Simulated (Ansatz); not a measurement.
Crystal: GaSb3.

```xyz
4
Lattice="0.0000 3.7306 3.7306 3.7306 0.0000 3.7306 3.7306 3.7306 0.0000" Properties=species:S:1:pos:R:3 pbc="T T T"
Sb    3.7306    3.7306    3.7306
Sb    5.5959    5.5959    5.5959
Sb    1.8653    1.8653    1.8653
Ga    0.0000    0.0000    0.0000
```

The cell comes from a database or a generator and needn't be the stable form of this composition.

Below is the output of Ansatz 0.2.0 for this cell. Logs are shortened: lines on timing, memory, paths and dates and some standing lists are left out, and cuts for length are marked.

```text
Warning: RAYON_NUM_THREADS=2 ignored (pool sized by the plan → 2); use --threads N
Engine: ansatz 0.2.0, aarch64-unknown-linux-gnu
Pseudopotentials: kind: paw
Pseudopotential: Sb, paw, valence charge 15, recommended cutoff 420 eV (normal), Sb.paw.azcp
Pseudopotential: Ga, paw, valence charge 13, recommended cutoff 420 eV (normal), Ga.paw.azcp
Functional definition: BLYP
  parameter beta = 0.0042
  parameter a = 0.04918
  parameter b = 0.132
  parameter c = 0.2533
  parameter d = 0.349
  exchange = b88_x(beta = beta)
  correlation = lyp_c(a = a, b = b, c = c, d = d)
Crystal: 4 atoms, lattice volume = 103.840 Å³
Basis set: ecut = 420 eV, 2085 PW (Γ), exchange–correlation on 72×72×72 points (8 copies of the dense FFT grid, shifted against one another)
Bands: 35, of which v1, the nominal top of the filled ones, is band 29 counted from 1 (28 counted from 0)
Symmetry: 48 space group operations
Space group: Fm-3m (ITA 225), of the structure as read, at distance tolerance 4.7e-5 Å
k-points: 16 of 216
Non-local potential: Sb, projectors of the file, l = 0: 2, l = 1: 2, l = 2: 2, l = 3: 2
Non-local potential: Ga, projectors of the file, l = 0: 2, l = 1: 2, l = 2: 3, l = 3: 1
PAW form: soft (Blöchl's): semilocal exchange-correlation on the pseudo side does not see the compensation charge
PAW frozen core: Sb, regenerated for the run's functional, and the local potential with it (the file was generated under x = pbe(κ = 0.804, μ = 0.2195149727645171), c = pbe(β = 0.06672455060314922))
PAW frozen core: Ga, regenerated for the run's functional, and the local potential with it (the file was generated under x = pbe(κ = 0.804, μ = 0.2195149727645171), c = pbe(β = 0.06672455060314922))
[... 77 lines left out ...]
  E_hartree    = 2980.699366
  E_xc         = -476.938076
  E_vxc        = -335.280523  (∫ρ·V_xc dr)
  E_paw        = -15770.396751  (= ΣΔE_a)
  E_vpaw       = -1868.228973  (= ΣTr[D̂ρ^β])
  E_aug_tail   = -0.000130  (compensation charges beyond the density's cutoff)
  E_ewald      = -5718.710279
  E_core_change = -0.197814  (= ΣΔE_core)
  E_smearing   = -0.034703  (= −TS)
  E_closure    = -0.000000  (closes the sum)
  Σ components = -23295.194766   (vs F -23295.194766, Δ=0.00e0)
--- Forces (eV/Å), atoms counted from 1 ---
  atom   1  Sb     0.00000000     0.00000000     0.00000000
  atom   2  Sb     0.00000000     0.00000000     0.00000000
  atom   3  Sb    -0.00000000    -0.00000000    -0.00000000
  atom   4  Ga    -0.00000000    -0.00000000     0.00000000
  max |Σ_I F_I| component: 7.52e-18 eV/Å
--- Stress (GPa, compression-positive) ---
       -0.006842      -0.000000      -0.000000
       -0.000000      -0.006842      -0.000000
       -0.000000      -0.000000      -0.006842
  P = ⅓ Tr σ = -0.0068 GPa (-0.068 kbar)
--- Band table (eV; the first three rows and the last of 16) ---
  k-point 0: bands = ["-19.6549", "-19.6549", "-19.6549", "-19.6522", "-19.6522", "-19.4049", "-19.4049", "-19.4019", "-19.4019", "-19.4019", "-19.3902", "-19.3902", "-19.3902", "-19.3829", "-19.3829", "-5.3446", "-5.3446", "-5.3446", "-5.3354", "-5.3354", "-2.1212", "1.7491", "2.6103", "5.9258", "7.4899", "7.4899", "7.4899", "7.5796", "7.5796", "7.5796", "9.1812", "9.1812", "9.1812", "13.6475", "13.6475"]
  k-point 1: bands = ["-19.6552", "-19.6552", "-19.6547", "-19.6520", "-19.6520", "-19.4037", "-19.4037", "-19.4010", "-19.4010", "-19.4005", "-19.3920", "-19.3908", "-19.3908", "-19.3844", "-19.3844", "-5.3453", "-5.3443", "-5.3443", "-5.3355", "-5.3355", "-1.9341", "1.5331", "2.3191", "5.4286", "6.8048", "6.9590", "6.9590", "7.9702", "7.9702", "9.1145", "9.3584", "9.3584", "10.4617", "14.0107", "14.3596"]
  k-point 2: bands = ["-19.6559", "-19.6559", "-19.6541", "-19.6515", "-19.6515", "-19.3999", "-19.3999", "-19.3991", "-19.3991", "-19.3975", "-19.3957", "-19.3921", "-19.3921", "-19.3885", "-19.3885", "-5.3467", "-5.3437", "-5.3437", "-5.3356", "-5.3356", "-1.3967", "0.7578", "1.9329", "4.6719", "6.6480", "6.6480", "7.5355", "7.6924", "7.6924", "10.4178", "10.4178", "11.0179", "11.3414", "13.2821", "13.8437"]
  k-point 15: bands = ["-19.6568", "-19.6558", "-19.6536", "-19.6513", "-19.6508", "-19.4033", "-19.4010", "-19.3993", "-19.3988", "-19.3960", "-19.3950", "-19.3931", "-19.3900", "-19.3899", "-19.3859", "-5.3476", "-5.3441", "-5.3422", "-5.3371", "-5.3353", "0.0933", "0.1008", "0.6296", "3.2447", "6.0276", "6.3229", "7.9921", "8.4094", "10.6761", "11.0623", "11.4364", "11.4415", "12.2414", "13.0969", "13.6708"]
--- Relaxed structure (4 steps of the walk, 4 accepted, 1 SCFs on fresh bases) ---
  F+E_penalty+E_count = -23295.19476571 eV   max|allowed force component| = 2.342e-17 eV/Å   (the final SCF, on the basis selected at the relaxed cell)
  cell:  # Å, volume = 115.0459 Å³
    - [-7.897826650988165e-34, 3.860234447164671, 3.860234447164671]
    - [3.860234447164671, -2.2547021245562984e-33, 3.860234447164671]
    - [3.860234447164671, 3.860234447164671, -1.0127051915379987e-33]
  atoms:
    - { symbol: Sb, position: [0.49999999999999994, 0.49999999999999994, 0.49999999999999994] }
    - { symbol: Sb, position: [0.7499999999999999, 0.7499999999999999, 0.7499999999999999] }
    - { symbol: Sb, position: [0.24999999999999997, 0.24999999999999997, 0.24999999999999997] }
    - { symbol: Ga, position: [-2.0655991962865115e-34, 2.457998343935619e-34, 1.6989118557424633e-34] }
```

Question: Write the input and the command behind it.

Answer: Relaxation of cell and atoms with BLYP, no spin polarisation. The files as run (others can give the same):

input.yaml
```yaml
crystal:
  lattice:
    - [0.0, 3.730595, 3.730595]
    - [3.730595, 0.0, 3.730595]
    - [3.730595, 3.730595, 0.0]
  atoms:
    - { symbol: Sb, position: [0.5, 0.5, 0.5] }
    - { symbol: Sb, position: [0.75, 0.75, 0.75] }
    - { symbol: Sb, position: [0.25, 0.25, 0.25] }
    - { symbol: Ga, position: [0.0, 0.0, 0.0] }
hamiltonian:
  xc: blyp
  pseudopotentials: { kind: paw }
kpoints:
  mp_grid: { grid: [6, 6, 6] }
scf:
  occupations: { method: fermi_dirac, width: 0.05 }
output:
  forces: true
  stress: true
  eigenvalues: true
  write_density: true
  write_potential: true
  elf: true
  volumetric_format: npy
relax:
  f_tol: 0.01
  max_steps: 40
  cell: { stress_tol: 0.05 }
```

Potentials or basis: Ansatz PAW.
Command:
```console
$ ansatz run input.yaml --threads 2 --pin off --max-ram 5632MiB --backend cpu --events-out ev --progress --plain --runs-dir out
```

Caveat: the plane-wave basis is chosen anew once the cell has moved, so the energies of steps on either side of that aren't comparable; the PAW data sets come from PBE, with cores solved anew for the run's functional, which leaves a small shift of forces and pressure.
